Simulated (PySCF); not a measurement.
**[Ce(NH3)2]3+: forces at shaken geometries**

Aim: move all atoms of relaxed [Ce(NH3)2]3+ at random and read energies and forces. The structure is generated, not taken from experiment.

Method: TPSS, Ce lcecp-1-SVP with ECP47, N def2-SVP, H def2-SVP; scalar-relativistic core potentials, no spin–orbit coupling; program: PySCF 2.14.0.

3 further runs of the same task are left out: 2 for a known fault of the program, 1 set aside as unsound or not needed.

### 1 The system as given

9 atoms, charge 3, spin multiplicity 1.

Bond lengths: Ce1–N2 2.519 Å, Ce1–N6 2.519 Å, N2–H3 1.046 Å, N2–H4 1.046 Å, N2–H5 1.046 Å, N6–H7 1.047 Å, N6–H8 1.047 Å, N6–H9 1.045 Å. Angles: N2–Ce1–N6 113.8°, Ce1–N2–H3 116.1°, Ce1–N2–H4 116.0°, Ce1–N2–H5 114.5°, H3–N2–H4 102.8°, H3–N2–H5 102.8°, H4–N2–H5 102.8°, Ce1–N6–H7 115.1°, Ce1–N6–H8 114.9°, Ce1–N6–H9 116.6°, H7–N6–H8 102.6°, H7–N6–H9 102.9°, H8–N6–H9 102.9°.

As a file:

```xyz
9
CeH6N2
Ce   -0.0853   -1.1729   -0.0004
N     0.0165    0.1983    2.1108
H     0.8485    0.8238    2.2130
H    -0.7856    0.8499    2.2731
H     0.0396   -0.3644    2.9927
N     0.0155    0.1992   -2.1100
H     0.8576    0.0316   -2.7085
H    -0.7746    0.0397   -2.7775
H     0.0159    1.2380   -1.9934
```

Formal oxidation states: Ce +3. Each metal's 1 4f electrons lie in its core potential, so multiplicities, spins and levels count the valence alone. An earlier session relaxed this geometry at TPSS, Ce lcecp-1-SVP with ECP47, N def2-SVP, H def2-SVP (singlet, point group C1).

Its energy there is -144.173634 Eh.

### 2 Atoms moved at random, σ = 0.1 Å

run.py (the lines that set the calculation)

```python
mol = gto.M(atom='''
Ce     0.09119    -1.11546     0.06650
N      0.07916     0.17510     2.07930
H      0.85288     0.82806     2.20503
H     -0.88262     0.79073     2.34558
H     -0.18350    -0.42456     2.90246
N     -0.07622     0.18840    -2.08244
H      0.87095     0.13634    -2.71394
H     -0.66077     0.04730    -2.76107
H      0.05693     1.21740    -2.04142''',
    basis={'Ce': 'lcecp-1-SVP', 'N': 'def2-SVP', 'H': 'def2-SVP'},
    ecp={'Ce': 'lcecp-1-SVP'},
    charge=3, spin=0)
mf = dft.RKS(mol, xc='TPSS')
mf.grids.atom_grid = (50, 194)  # f atoms: unpruned, at least (60, 302)
mf = mf.density_fit()  # fitting sets: Ce AutoAux, N def2-universal-JKFIT, H def2-universal-JKFIT
mf.conv_tol = 1e-08; mf.max_cycle = 55
mf.kernel(dm0)  # dm0: the density of the relaxed state
```

Run with:

```sh
OMP_NUM_THREADS=2 python run.py
```

### 3 Atoms moved at random, σ = 0.03 Å

run.py (the lines that set the calculation)

```python
mol = gto.M(atom='''
Ce    -0.10789    -1.16432     0.04706
N     -0.00783     0.17559     2.11537
H      0.85776     0.81704     2.21009
H     -0.76390     0.89350     2.28131
H      0.01629    -0.33802     2.93549
N      0.00697     0.18829    -2.10732
H      0.84031     0.07036    -2.71210
H     -0.76266    -0.02192    -2.80187
H      0.06895     1.22279    -1.96803''',
    basis={'Ce': 'lcecp-1-SVP', 'N': 'def2-SVP', 'H': 'def2-SVP'},
    ecp={'Ce': 'lcecp-1-SVP'},
    charge=3, spin=0)
mf = dft.RKS(mol, xc='TPSS')
mf.grids.atom_grid = (50, 194)  # f atoms: unpruned, at least (60, 302)
mf = mf.density_fit()  # fitting sets: Ce AutoAux, N def2-universal-JKFIT, H def2-universal-JKFIT
mf.conv_tol = 1e-08; mf.max_cycle = 55
mf.kernel(dm0)  # dm0: the density of the relaxed state
```

### 4 Atoms moved at random, σ = 0.1 Å

run.py (the lines that set the calculation)

```python
mol = gto.M(atom='''
Ce    -0.02866    -1.33632    -0.11927
N     -0.12653     0.24871     2.10244
H      0.85958     0.87806     2.27215
H     -0.80910     0.79339     2.27263
H     -0.02690    -0.26373     2.89754
N     -0.02224     0.10916    -2.23621
H      0.88829     0.08972    -2.60829
H     -0.67575     0.10504    -2.59867
H      0.08930     1.21929    -1.98231''',
    basis={'Ce': 'lcecp-1-SVP', 'N': 'def2-SVP', 'H': 'def2-SVP'},
    ecp={'Ce': 'lcecp-1-SVP'},
    charge=3, spin=0)
mf = dft.RKS(mol, xc='TPSS')
mf.grids.atom_grid = (50, 194)  # f atoms: unpruned, at least (60, 302)
mf = mf.density_fit()  # fitting sets: Ce AutoAux, N def2-universal-JKFIT, H def2-universal-JKFIT
mf.conv_tol = 1e-08; mf.max_cycle = 55
mf.kernel(dm0)  # dm0: the density of the relaxed state
```

**Question.** What will these runs give? Wanted: for each run, σ; energy rise; harmonic estimate −½ F·u; largest force component.

**Answer**, as computed:

| σ (Å) | energy rise (eV) | harmonic estimate −½ F·u (eV) | largest force component (eV/Å) |
| --- | --- | --- | --- |
| 0.1 | 1.418 | 1.411 | 8.67 |
| 0.03 | 0.231 | 0.242 | 3.35 |
| 0.1 | 5.329 | 6.360 | 27.02 |

Every displacement raises the energy. For a harmonic well the rise equals −½ F·u; the two differ by at most 19 % here (a move with σ = 0.1 Å), from anharmonicity, the grid and the small forces left at the relaxed point. These are double-zeta-type bases without diffuse functions. Spin–orbit coupling is left out.
